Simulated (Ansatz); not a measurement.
# FHMoO3: the cost of one run

The runs use Ansatz 0.2.0, Gaussian basis; the settings change from run to run.

**1. The relaxed structure**

The structure was relaxed beforehand with PBE0-D4 in a triple-zeta def2 set. Mo takes a core potential in def2 sets; no spin-orbit term is included.

SMILES `[O]=[Mo](=[O])([OH])[F]`, 6 atoms, charge 0, spin multiplicity 1.

Atoms are counted from 1 here; the program's logs count them from 0.

Bond lengths: O1–Mo2 1.669 Å, Mo2–O3 1.670 Å, Mo2–O4 1.860 Å, Mo2–F5 1.844 Å, O4–H6 0.961 Å. Angles: O1–Mo2–O3 107.9°, O1–Mo2–O4 108.8°, O1–Mo2–F5 110.0°, O3–Mo2–O4 110.0°, O3–Mo2–F5 109.7°, O4–Mo2–F5 110.4°, Mo2–O4–H6 124.6°.

**2. B2PLYP/x2c-TZVPPall**

This run has charge -1, multiplicity 2, a grid of angular degree 23, a point charge of -1.00 e beside it, the search for lower states set to light.

in.yaml

```yaml
crystal:
  periodic: [false, false, false]
  atoms:
    - {symbol: O, position_ang: [0.806817, -1.223136, 1.266281]}
    - {symbol: Mo, position_ang: [0.323081, -0.310876, -0.045245]}
    - {symbol: O, position_ang: [-0.557262, -1.300042, -1.062180]}
    - {symbol: O, position_ang: [-0.742648, 1.088452, 0.559150]}
    - {symbol: F, position_ang: [1.798648, 0.343043, -0.936307]}
    - {symbol: H, position_ang: [-1.586434, 1.338560, 0.172301]}
basis:
  gaussian: {orbitals: x2c-TZVPPall, final_grid: {core_spheres: 8, valence_spheres: 7, degree: 23}, point_charges: [{charge: -1.00, position_ang: [6.309, -0.004, 0.405]}]}
total_charge: -1
magnetization: {spin_polarized: true, initial_magnetization: 1}
hamiltonian: {xc: {name: B2PLYP}}
scf: {lower_state_search: light}
```

Command:

```
ansatz run in.yaml --threads 4 --pin off --events-out ev --progress --plain --max-ram 10444MiB
```

Q: Estimate wall time and peak memory on 4 threads of Arm Neoverse N1, shared host.

About 63 s, with a peak of 1.2 GiB.
